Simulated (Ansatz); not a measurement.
# AlCo: a relaxation

Wanted: a converged relaxation for AlCo, and a check of what comes out. The structure is shown as the input types it.

Method: DFT, PBEsol, PAW with Ansatz's default frozen-core files, scalar-relativistic; relaxation of cell and atoms, in Ansatz 0.2.0.

1 further run of the same task is left out (it didn't finish).

### Step 1. The system as given

The structure is cubic, space group Pm-3m (No. 221). Conventional cell: a = 2.819 Å, b = 2.819 Å, c = 2.819 Å, α = 90.00°, β = 90.00°, γ = 90.00°. Around Al (site symmetry m-3m) lie 8 Co at 2.44 Å. Co (site symmetry m-3m) is surrounded by 8 Al at 2.44 Å.

Coordinates:

```cif
data_structure
_symmetry_space_group_name_H-M 'P 1'
_symmetry_Int_Tables_number 1
_cell_length_a 2.8194
_cell_length_b 2.8194
_cell_length_c 2.8194
_cell_angle_alpha 90.000
_cell_angle_beta 90.000
_cell_angle_gamma 90.000
_cell_volume 22.41
loop_
_atom_site_label
_atom_site_type_symbol
_atom_site_fract_x
_atom_site_fract_y
_atom_site_fract_z
_atom_site_occupancy
Al1 Al 0.00000 0.00000 0.00000 1
Co1 Co 0.50000 0.50000 0.50000 1
```

### Step 2. The run

File input.yaml:

```yaml
crystal:
  lattice:
    - [2.81940321, 0.0, 0.0]
    - [0.0, 2.81940321, 0.0]
    - [0.0, 0.0, 2.81940321]
  atoms:
    - { symbol: Al, position: [0.0, 0.0, 0.0] }
    - { symbol: Co, position: [0.5, 0.5, 0.5] }
kpoints:
  mp_grid: { grid: [16, 16, 16] }
scf:
  occupations: { method: fermi_dirac, width: 0.08 }
  max_iter: 75
hamiltonian:
  xc: pbesol
  pseudopotentials: { kind: paw }
relax:
  f_tol: 0.002
  max_steps: 1
  cell: {}
output:
  forces: true
  stress: true
```

Launch:

```sh
ansatz run input.yaml --threads 1 --pin off --max-ram 2560MiB --backend cpu --events-out ev --progress --plain --runs-dir out
```

**Question.** How will this run end, and is anything wrong with its input?

The relaxation stopped after 1 steps. The forces met their tolerance, but the stress was still 0.772 GPa off (tolerance 0.05). The cell it reached is not the equilibrium one.

In the input, relax.max_steps is 1. The cap on geometry steps is too low for this start.

What to do: set relax.max_steps to 80.
